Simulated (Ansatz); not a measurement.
**RbW6: a closer look at a trial structure**

Aim: for this structure of RbW6, compute bands, density of states and charges.

Computed with Ansatz 0.2.0 (DFT PBE, scalar-relativistic, plane waves, PAW, unless a step's input says otherwise).

1 further run of the same task is left out (set aside as unsound or not needed).

**1. Starting point**

It takes space group Im-3m (No. 229, cubic). Conventional cell: a = 7.142 Å, b = 7.142 Å, c = 7.142 Å, α = 90.00°, β = 90.00°, γ = 90.00°. Rb (site symmetry m-3m) is surrounded by 6 W at 2.51 Å. W (site symmetry 4mm) is surrounded by 1 W at 2.13 Å.

As a file:

```
Rb W
1.0
    -3.57076    3.57076    3.57076
     3.57076   -3.57076    3.57076
     3.57076    3.57076   -3.57076
Rb W
1 6
Direct
  0.00000 0.00000 0.00000
  0.00000 0.64920 0.64920
  0.00000 0.35080 0.35080
  0.64920 0.64920 0.00000
  0.35080 0.35080 0.00000
  0.64920 0.00000 0.64920
  0.35080 0.00000 0.35080
```

It is the end of an earlier relaxation with the same method, from a database cell with other species swapped in; it is a trial structure. At a tolerance of 0.05 Å it has space group Im-3m (No. 229); it has 26.02 Å³/atom, an uncorrected energy of +4.15 eV/atom over the elements.

**2. Bands, states and charges**

Contents of input.yaml:

```yaml
crystal:
  lattice:
    - [-3.5707609965, 3.5707609965, 3.5707609965]
    - [3.5707609965, -3.5707609965, 3.5707609965]
    - [3.5707609965, 3.5707609965, -3.5707609965]
  atoms:
    - { symbol: Rb, position: [0.0, 0.0, 0.0] }
    - { symbol: W, position: [0.0, 0.6491979431, 0.6491979431] }
    - { symbol: W, position: [0.0, 0.3508020569, 0.3508020569] }
    - { symbol: W, position: [0.6491979431, 0.6491979431, 0.0] }
    - { symbol: W, position: [0.3508020569, 0.3508020569, 0.0] }
    - { symbol: W, position: [0.6491979431, 0.0, 0.6491979431] }
    - { symbol: W, position: [0.3508020569, 0.0, 0.3508020569] }
basis:
  ecutwfc: 420
kpoints:
  mp_grid: { grid: [8, 8, 8] }
  band_path:
    path:
      - [[0.0, 0.0, 0.0], [0.5, -0.5, 0.5], [0.0, 0.0, 0.5], [0.0, 0.0, 0.0], [0.25, 0.25, 0.25], [0.5, -0.5, 0.5]]
      - [[0.25, 0.25, 0.25], [0.0, 0.0, 0.5]]
    npoints: 14
hamiltonian:
  xc: pbe
scf:
  occupations: { method: gaussian, width: 0.1 }
  n_extra_bands: 17
output:
  forces: true
  stress: true
  eigenvalues: true
  populations: true
  dos: { projected: true, de: 0.02, nscf_kmesh: { grid: [10, 10, 10] } }
  bader: true
  write_density: true
  write_potential: true
  elf: true
  volumetric_format: npy
```

On the command line:

```console
$ ansatz run input.yaml --threads 1 --pin off --max-ram 2560MiB --backend cpu --events-out ev --progress --plain --runs-dir out
```

Before running it: what results should come out? Wanted: gap; states at the Fermi level; Bader charges.

The runs gave:

```
                 quantity                 value
                      gap          none (metal)
states at the Fermi level  2.92 per eV per cell
            Bader charges   Rb -0.18, W +0.03 e
```

In words: Bands cross the Fermi level: a metal at this level of theory. Of the projected weight within 0.25 eV of the Fermi level, the largest part is W 5d (88 %). Charge transfer between the atoms is small (Bader charges up to 0.2 e). These runs have no spin-orbit coupling; with W it would split and shift bands.
